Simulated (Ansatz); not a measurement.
What does this script print? It uses the Ansatz DFT code, driven from Python.

Script `plus_u.py`:
```python
"""How the states of NaTiO3 follow the Hubbard U."""

import ansatz as az
import numpy as np


def count_gap(report):
    # lowest empty less highest filled band, counting bands; zero where they overlap
    return max(report.get("gap_by_band_count_ev") or 0.0, 0.0)

crystal = (
    az.Lattice.of([3.902333, 0.0, 0.0], [0.0, 3.902333, 0.0], [0.0, 0.0, 3.902333])
    .atom("Na", [0.0, 0.0, 0.0])
    .atom("Ti", [0.5, 0.5, 0.5])
    .atom("O", [0.5, 0.5, 0.0])
    .atom("O", [0.5, 0.0, 0.5])
    .atom("O", [0.0, 0.5, 0.5])
)

base = (
    crystal.calculation()
    .functional("pbesol")
    .basis(470, density_ratio=4)
    .accuracy("low")
    .kpoints(mesh=(4, 4, 4), shift=0.5)
    .occupations("cold", width=0.2)
    .mixing("msr1")
    .scf(extra_bands=8)
    .band_table()
)
rows = []
for u in [0.0, 2.0, 4.0, 6.0]:
    summary = base.hubbard("Ti", "d", u_eff=u, double_counting="amf").run(threads=1, backend="cpu").report
    shell = summary["hubbard"]["n_scf"]
    rows.append((u, count_gap(summary), sum(shell) / len(shell), summary["n_iterations"]))
print("      U_eff eV  gap by band count eV  Ti d occupation (projector)      iterations")
for row in rows:
    print(f"{str(row[0]):>14s}  {row[1]:20.3f}  {row[2]:27.4f}  {row[3]:14d}")
```

```console
$ python plus_u.py
      U_eff eV  gap by band count eV  Ti d occupation (projector)      iterations
           0.0                 0.000                       2.3441              10
           2.0                 0.000                       2.3407              10
           4.0                 0.000                       2.3369              10
           6.0                 0.000                       2.3327              10
```

The cell holds an odd number of electrons and is run without spin, so a magnetic state may lie lower. U, its shell and the double counting are chosen to explore, and aren't derived for this compound. The mesh is modest for a metal, so energies can be off by several to tens of meV an atom and pressures by half a GPa or more; differences at equal mesh fare better. A gap by band count of zero or less means overlapping bands, a metal, and at an odd count of electrons it is no gap at all. A Hubbard U without spin forces both spins into the same orbitals, which can open a gap or pick a state that a spin-polarised run wouldn't. The structure comes from a database of computed cells and needn't be a stable or known phase. Gaps and levels are Kohn-Sham values on a finite set of k-points. Shell occupations and the effect of U depend on the projectors; a run with no .spin step is spin-unpolarised, and each U may end in a state that isn't the lowest. Run time: 5.1 s on 1 thread of Arm Neoverse V1, on a shared host, peak memory 0.36 GiB.

(A comment or docstring line of the script was reworded after the run, the code is as it ran.)
